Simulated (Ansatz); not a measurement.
# BFH₃InO: basis-set convergence

The task here is to estimate one member of a computed series from the others.

Computed with Ansatz 0.2.0, Gaussian basis. Level: one geometry, several basis sets.

Plan: PBE0-D4/def2-SVP; ωB97M-V/def2-SVP; PBE0-D4/def2-QZVPP; ωB97M-V/def2-QZVPP; the functionals' def2-TZVPP values are taken from earlier runs.

1 further run of the same task is left out (for a known fault of the program).

**The relaxed structure**

An earlier PBE0-D4 in a triple-zeta def2 set relaxation fixed the geometry. In takes the def2 core potential; no spin-orbit term is included.

SMILES `FB[O][InH2]`, 7 atoms, charge 0, spin multiplicity 1.

Atoms are counted from 1 here; the program's logs count them from 0.

Bond lengths: F1–B2 1.386 Å, B2–O3 1.311 Å, B2–H5 1.195 Å, O3–In4 2.065 Å, In4–H6 1.702 Å, In4–H7 1.702 Å. Angles: F1–B2–O3 116.6°, F1–B2–H5 115.9°, O3–B2–H5 127.5°, B2–O3–In4 107.8°, O3–In4–H6 110.9°, O3–In4–H7 110.9°, H6–In4–H7 137.8°.

The first run:

File in.yaml:

```yaml
crystal:
  periodic: [false, false, false]
  atoms:
    - {symbol: F, position_ang: [-0.113271, -1.450357, 0.494368]}
    - {symbol: B, position_ang: [1.014683, -0.662199, 0.658436]}
    - {symbol: O, position_ang: [0.954092, 0.556624, 0.179801]}
    - {symbol: In, position_ang: [-0.910862, 0.809509, -0.671246]}
    - {symbol: H, position_ang: [1.933640, -1.176255, 1.222995]}
    - {symbol: H, position_ang: [-2.003915, 1.478630, 0.448978]}
    - {symbol: H, position_ang: [-0.874366, 0.444049, -2.333332]}
basis:
  gaussian: {orbitals: def2-SVP}
hamiltonian: {xc: pbe0, dispersion: d4}
output: {orbitals: {seedname: orbitals}}
```

Launch:

```
> ansatz run in.yaml --threads 2 --pin off --events-out ev --progress --plain --max-ram 4352MiB
```

Among the steps run: PBE0-D4 in def2-SVP; ωB97M-V in def2-SVP; PBE0-D4 in def2-QZVPP; ωB97M-V in def2-QZVPP.

One of the session's tables, all rows but one given; the rest of the session is left out.

| functional | basis | HOMO (eV) | LUMO (eV) |
| --- | --- | --- | --- |
| PBE0-D4 | def2-SVP | -8.69 | -1.57 |
| PBE0-D4 | def2-TZVPP | -8.77 | -1.65 |
| PBE0-D4 | def2-QZVPP | -8.78 | -1.65 |
| ωB97M-V | def2-SVP | ? | ? |
| ωB97M-V | def2-TZVPP | -11.00 | -0.19 |
| ωB97M-V | def2-QZVPP | -11.01 | -0.23 |

**Question.** Estimate the row for ωB97M-V, def2-SVP.

The run gave: HOMO (eV): -10.90; LUMO (eV): 0.01. In the column «HOMO (eV)» it lies between ωB97M-V, def2-TZVPP (-11.00) and PBE0-D4, def2-QZVPP (-8.78).
